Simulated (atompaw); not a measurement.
**Pseudopotential generation for titanium: PAW (atompaw), PBEsol**

Aim: build the potential from the settings below, then test how well it stands in for the atom: scattering, ghost states and the plane-wave cutoff that it needs.

The numbers are computed with atompaw 4.2.0.5 (PBEsol, scalar-relativistic, spin-unpolarised reference atom).

### Step 1. Starting point

The settings as typed:

```
element                 : titanium (Ti, Z = 22)
type                    : PAW
frozen core             : [Ne] 3s2
valence charge          : 10
reference configuration : 3p6 3d2 4s2 4p0
partial waves           : 4s (bound); 4s channel at 4.5 Ry; 3p (bound); 4p (bound, empty); 3d (bound); 3d channel at 4.9 Ry; 4f channel at 0.05 Ry
local potential         : troulliermartins scheme with l = 4 at 0 Ry, radius 1.36 bohr
core correction         : smooth core density matched at 1.80 bohr
augmentation charge     : sinc compensation charge, radius 2.10 bohr; PAW radius 2.90 bohr; waves and projectors: bloechl
```

The outer shells as boxes (Hund's rule for the drawing; the calculation is spin-unpolarised):

```
[Ne] core
3s [↑↓]
3p [↑↓][↑↓][↑↓]
3d [↑ ][↑ ][  ][  ][  ]
4s [↑↓]
4p [  ][  ][  ]
```

An earlier all-electron run gives the scale for the radii.

All-electron outer shells of the reference configuration (PBEsol, scalar-relativistic, ld1.x):

| shell | level (eV) | outermost node (bohr) | outermost maximum (bohr) |
| --- | --- | --- | --- |
| 2p | -443.92 | – | 0.22 |
| 3s | -62.45 | 0.40 | 0.87 |
| 3p | -38.77 | 0.37 | 0.90 |
| 4s | -4.48 | 1.24 | 2.92 |
| 3d | -4.27 | – | 0.98 |
| 4p | -1.45 | 1.39 | 3.80 |

### Step 2. The generation run

File Ti.input:

```
Ti 22
GGA-PBESOL scalarrelativistic loggrid 1500 logderivrange -5 5 251
4 4 3 0 0 0
4 1 0
3 2 2
0 0 0
c
c
c
v
c
v
v
v
3
2.90 2.10 1.36 1.80
y
4.5
n
n
y
4.9
n
y
0.05
n
bloechl sinc
4 0 troulliermartins
PWSCFOUT
UPFDX 0.0125d0 UPFXMIN -7.d0 UPFZMESH 22.d0
END
```

On the command line:

```sh
$ atompaw < Ti.input > Ti.log
```

Q: Predict the outcome of this session. Wanted: cutoffs for 10 and 1 mRy, occupied levels; bound ghosts; largest phase difference near zero energy, channels read; lowest eigenvalue of the overlap; share of valence orbitals outside the PAW sphere; UPF file.

As calculated:

```
                                                quantity                              value
               cutoffs for 10 and 1 mRy, occupied levels                   60 Ry and 110 Ry
                                            bound ghosts                    s at -154.43 eV
largest phase difference near zero energy, channels read                          0.092 rad
         lowest eigenvalue of the overlap (Bessel basis)                          0.025 (s)
        share of valence orbitals outside the PAW sphere  4s 64 %, 3p 0 %, 4p 85 %, 3d 10 %
                                                UPF file                            written
```

It has a bound ghost (s), a state that the atom doesn't have, and that rules the file out. By its cutoff, 60 Ry for the looser tolerance, it is of middling hardness. Of the channels read, d scatters worst near zero energy, by up to 0.09 rad (at the energies tabulated). These are tests on the free atom; a crystal test is still owed.
